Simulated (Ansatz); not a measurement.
# TiInCuH4: the cost of one run

Program: Ansatz 0.2.0. Level of theory: DFT PBE, scalar-relativistic, plane waves, PAW. These are calculated values, not measurements.

### Step 1. The starting structure

The structure is tetragonal, space group P4mm (No. 99). Conventional cell: a = 3.379 Å, b = 3.379 Å, c = 8.271 Å, α = 90.00°, β = 90.00°, γ = 90.00°. Ti (site symmetry 4mm) is surrounded by 1 Cu at 1.83 Å and 1 In at 1.95 Å. In (site symmetry 4mm) has 4 H at 1.80 Å and 1 Ti at 1.95 Å in its first shell of neighbours. Cu (site symmetry 4mm) is surrounded by 1 Ti at 1.83 Å and 4 H at 2.36 Å. H (site symmetry 2mm) has 2 In at 1.80 Å in its first shell of neighbours. Around H (site symmetry 2mm) lie 5 H at 2.22 to 2.39 Å and 2 Cu at 2.36 Å.

As a file:

```
Ti In Cu H
1.0
     3.37863    0.00000    0.00000
     0.00000    3.37863    0.00000
     0.00000    0.00000    8.27069
Ti In Cu H
1 1 1 4
Direct
  0.00000 0.00000 0.05920
  0.00000 0.00000 0.82287
  0.00000 0.00000 0.28035
  0.50000 0.00000 0.74776
  0.00000 0.50000 0.74776
  0.50000 0.00000 0.47892
  0.00000 0.50000 0.47892
```

Recipe of the guess: random cell by space group and Wyckoff sites (P4mm, No. 99). Lengths come from tabulated atomic sizes and are only a guess.

### Step 2. A first look at the guess

Input file input.yaml:

```yaml
crystal:
  lattice:
    - [3.37862635, 0.0, 0.0]
    - [0.0, 3.37862635, 0.0]
    - [0.0, 0.0, 8.27069496]
  atoms:
    - { symbol: Ti, position: [0.0, 0.0, 0.05920266] }
    - { symbol: In, position: [0.0, 0.0, 0.82286942] }
    - { symbol: Cu, position: [0.0, 0.0, 0.28034731] }
    - { symbol: H, position: [0.5, 0.0, 0.74776373] }
    - { symbol: H, position: [0.0, 0.5, 0.74776373] }
    - { symbol: H, position: [0.5, 0.0, 0.47891682] }
    - { symbol: H, position: [0.0, 0.5, 0.47891682] }
basis:
  ecutwfc: 420
kpoints:
  mp_grid: { grid: [6, 6, 2] }
hamiltonian:
  xc: pbe
scf:
  occupations: { method: gaussian, width: 0.1 }
  lower_state_search: "off"
output:
  forces: true
  stress: true
  eigenvalues: true
```

The run is started by

```bash
$ ansatz run input.yaml --threads 1 --pin off --max-ram 2560MiB --backend cpu --events-out ev --progress --plain --runs-dir out
```

**Question.** How long does this run take on 1 thread of Intel Xeon Platinum 8488C (Sapphire Rapids), shared host, and how much memory does it need?

About 4.2 s, with a peak of 0.42 GiB.
